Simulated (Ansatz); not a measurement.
# GaH3+ (doublet): the correlation ladder at angle H3–Ga1–H4 = 67.9°, aug-cc-pVDZ

An exercise on one series of results from a longer session: the logs are not shown, and one member is left open.

Method: aug-cc-pVDZ, core rule «outside noble gas», up to 14 orbitals frozen; program: Ansatz 0.2.0, Gaussian basis.

To be run: UHF; CCSD(T) on ROHF; CCSD(T) on UHF; BCCD(T) on ROHF; CISD; CCSDT(Q) on ROHF; CCSDT(Q) on UHF; CASSCF and MRCISD+Q, 3 electrons in 3 orbitals; CASSCF and NEVPT2, 3 electrons in 3 orbitals; Full CI.

21 further runs of the same task are left out: 7 for a known fault of the program, 10 that didn't finish, 4 set aside as unsound or not needed.

### The system

The geometry derives from a PBE0/def2-TZVP stationary point (not a proven minimum). One angle is set to the value named; bond lengths are kept. No spin-orbit coupling is included. The filled d shell of Ga may be among the frozen orbitals whatever the setting's name suggests; the logs give the count.

4 atoms, charge 1, spin multiplicity 2.

Atoms are counted from 1 here; the program's logs count them from 0.

Bond lengths: Ga1–H3 1.532 Å, Ga1–H4 1.532 Å. Angles: H3–Ga1–H4 67.9°.

The first run:

in.yaml reads:

```yaml
crystal:
  periodic: [false, false, false]
  atoms:
    - {symbol: Ga, position_ang: [0.000000, -0.006500, 0.000000]}
    - {symbol: H, position_ang: [0.000000, -2.079091, 0.000000]}
    - {symbol: H, position_ang: [0.000000, 1.264369, -0.855599]}
    - {symbol: H, position_ang: [0.000000, 1.264369, 0.855599]}
basis:
  gaussian: {orbitals: aug-cc-pVDZ}
total_charge: 1
magnetization: {spin_polarized: true, initial_magnetization: 1}
hamiltonian: {xc: hf}
output: {orbitals: {seedname: orbitals}}
```

Launch:

```bash
> ansatz run in.yaml --threads 1 --pin off --events-out ev --progress --plain --max-ram 2393MiB
```

Steps of the session up to this table: UHF; CCSD(T) on ROHF; CCSD(T) on UHF; BCCD(T) on ROHF; CISD; CCSDT(Q) on ROHF; CCSDT(Q) on UHF; CASSCF and MRCISD+Q, 3 electrons in 3 orbitals; CASSCF and NEVPT2, 3 electrons in 3 orbitals; Full CI.

One of the session's tables, all rows but one given; the rest of the session is left out.

```
       method  from FCI (meV)
         ROHF         +2679.9
          UHF               ?
         RMP2          +773.4
         UMP2          +878.3
        RCCSD           +76.6
        UCCSD           +73.3
     RCCSD(T)           +23.9
     UCCSD(T)           +25.9
      BCCD(T)           +23.5
       RCCSDT            +1.9
       UCCSDT            +0.6
    RCCSDT(Q)            +0.6
    UCCSDT(Q)            -0.8
  CASSCF pair         +1871.9
  NEVPT2 pair          +479.4
  MRCISD pair           +70.5
MRCISD+Q pair           -22.0
          FCI               0
```

Estimate the missing values for UHF.

As computed: from FCI (meV): +2374.2. In the column «from FCI (meV)» it lies between CASSCF pair (+1871.9) and ROHF (+2679.9).

Among the levels timed on like hardware and quicker than the yardstick, those that no quicker one beats, quickest first: NEVPT2 pair (7 s, +479.4 meV); UCCSD(T) (8.5 s, +25.9 meV); MRCISD+Q pair (8.5 s, -22.0 meV); UCCSDT(Q) (40 s, -0.8 meV); RCCSDT(Q) (41 s, +0.6 meV).

Not comparable, so not listed: CISD (they don't share determinant, frozen orbitals or solution with the rows shown, or repeat one).

Caveats from the session: The yardstick is full CI for this spin, exact in this basis with these frozen cores. MRCISD+Q pair falls below full CI: the +Q correction isn't variational, and the cores differ from full CI's. Of the multireference levels listed MRCISD+Q pair comes nearest in total energy (-22.0 meV), which doesn't show that its space is the better one. Levels on UHF freeze UHF's core orbitals, full CI those of ROHF, so the U rows can settle a little off it for that reason alone. Restricted and unrestricted rows rest on different reference determinants; where their highest levels disagree by more than a few hundredths of an eV, they describe different states and don't form one ladder.
